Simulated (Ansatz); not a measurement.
**CdSe (P6_3mc): an equation of state far from equilibrium**

One table from this session's results is given with a row withheld; the runs are named, their logs left out.

The COD entry's cell or inner coordinates are ideal or old and differ from later refinements, so a difference from it is no clean test against experiment.

Program: Ansatz 0.2.0. Level of theory: DFT PBE, scalar-relativistic, plane waves, PAW. These are calculated values, not measurements.

**The structure to begin with**

It takes space group P6_3mc (No. 186, hexagonal). Conventional cell: a = 4.383 Å, b = 4.383 Å, c = 7.156 Å, α = 90.00°, β = 90.00°, γ = 120.00°. Cd (site symmetry 3m) has 4 Se at 2.68 to 2.69 Å as nearest neighbours. Se (site symmetry 3m) is surrounded by 4 Cd at 2.68 to 2.69 Å.

Coordinates:

```cif
data_structure
_symmetry_space_group_name_H-M 'P 1'
_symmetry_Int_Tables_number 1
_cell_length_a 4.3826
_cell_length_b 4.3826
_cell_length_c 7.1557
_cell_angle_alpha 90.000
_cell_angle_beta 90.000
_cell_angle_gamma 120.000
_cell_volume 119.03
loop_
_atom_site_label
_atom_site_type_symbol
_atom_site_fract_x
_atom_site_fract_y
_atom_site_fract_z
_atom_site_occupancy
Cd1 Cd 0.33333 0.66667 0.00461 1
Cd2 Cd 0.66667 0.33333 0.50461 1
Se1 Se 0.33333 0.66667 0.38039 1
Se2 Se 0.66667 0.33333 0.88039 1
```

This cell comes from an earlier session at PBE: 29.757 Å³/atom at 0.00 GPa, on a 10×10×6 mesh.

The first run:

input.yaml reads:

```yaml
crystal:
  lattice:
    - [4.3233545385, 0.0, 0.0]
    - [-2.1616772693, 3.7441348599, 0.0]
    - [0.0, 0.0, 7.0590149965]
  atoms:
    - { symbol: Cd, position: [0.3333333333, 0.6666666667, 0.0046115015] }
    - { symbol: Cd, position: [0.6666666667, 0.3333333333, 0.5046115015] }
    - { symbol: Se, position: [0.3333333333, 0.6666666667, 0.3803884985] }
    - { symbol: Se, position: [0.6666666667, 0.3333333333, 0.8803884985] }
basis:
  ecutwfc: 420
  ecutrho_ratio: 4
kpoints:
  mp_grid: { grid: [10, 10, 6] }
hamiltonian:
  xc: pbe
scf:
  occupations: { method: gaussian, width: 0.05 }
output:
  forces: true
  stress: true
  eigenvalues: true
relax:
  f_tol: 0.01
  max_steps: 40
  cell: { stress_tol: 0.1, fix: [volume] }
```

On the command line:

```
$ ansatz run input.yaml --threads 1 --pin off --max-ram 2560MiB --backend cpu --events-out ev --progress --plain --runs-dir out
```

Steps of the session up to this table: Volume × 0.96; Volume × 1.04; Volume × 0.92; Volume × 0.88; Volume × 0.84; Volume × 0.8.

One table of the session follows, with a row left open; its other results are not shown here.

| volume (Å³/atom) | energy above the lowest (meV/atom) | pressure (GPa) | gap on the mesh (eV) |
| --- | --- | --- | --- |
| 23.805 | 251.3 | 16.6 | 0.95 |
| 24.996 | 147.0 | 11.6 | 0.90 |
| 26.186 | 75.8 | 7.7 | 0.82 |
| 27.376 | 31.0 | 4.5 | 0.72 |
| 28.566 | ? | ? | ? |
| 29.757 | 0.0 | 0.0 | 0.54 |
| 30.947 | 6.2 | -1.6 | 0.46 |

Q: Estimate the row for volume (Å³/atom) = 28.566 from the others.

Worked estimate for «energy above the lowest (meV/atom)». A straight line through the neighbours (27.376, 31.0) and (29.757, 0.0) gives 31.0 + (0.0 − 31.0) × (28.566 − 27.376) / (29.757 − 27.376) = 15.5; a parabola fitted to 4 rows on both sides gives 7.0.

As computed: energy above the lowest (meV/atom): 7.2; pressure (GPa): 2.0; gap on the mesh (eV): 0.63. In «energy above the lowest (meV/atom)» the line misses by +8.3 and the parabola by -0.2.

Caveats from the session: Other structures may be lower in enthalpy at these pressures.
